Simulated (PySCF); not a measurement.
# C3H8OSi: the cost of one run

Computed with PySCF 2.14.0, with density-fitted response routines of our own, on a single molecule in the gas phase. Atoms are numbered from 0 throughout.

### 1 The molecule as given

13 atoms, charge 0, multiplicity 1; geometry from: GFN2-xTB. The atoms were then displaced at random by about 0.01 Å, so the start is not that level's minimum.

Bonds of the start (Å): C0–Si1 1.87, Si1–C2 1.92, C2–C3 1.56, C2–O4 1.21, C0–H5 1.11, C0–H6 1.10, C0–H7 1.06, Si1–H8 1.48, Si1–H9 1.48, C3–H10 1.05, C3–H11 1.09, C3–H12 1.07.

### 2 Relaxing the molecule at PBE0-D3(BJ)/def2-SVP

What the job is given:

```
{"job": {"xc": "PBE0", "basis": "def2-SVP", "d3": "d3bj", "grid": 1, "shake": 0.01, "kind": "geom"}, "charge": 0, "multiplicity": 1}
C     -2.208500    -0.037880    -0.208760
Si    -0.590690     0.137440     0.705650
C      0.813620    -0.388050    -0.499660
C      2.259630     0.084930    -0.162270
O      0.602260    -1.084650    -1.467800
H     -2.303430     0.716160    -1.023870
H     -3.063690     0.147760     0.451520
H     -2.316260    -0.995860    -0.657170
H     -0.315020     1.520770     1.168340
H     -0.514640    -0.758640     1.876300
H      2.950910    -0.341870    -0.834140
H      2.256000     1.169860    -0.214060
H      2.435630    -0.186850     0.855610
```

Started as:

```
$ OMP_NUM_THREADS=1 python probes_run.py task.json out
```

One launch serves the whole session: the jobs run in the order shown.

Q: Estimate the wall time and peak memory of this first job on 1 thread of Arm Neoverse V1, shared host.

About 25 s, with a peak of 0.46 GiB.
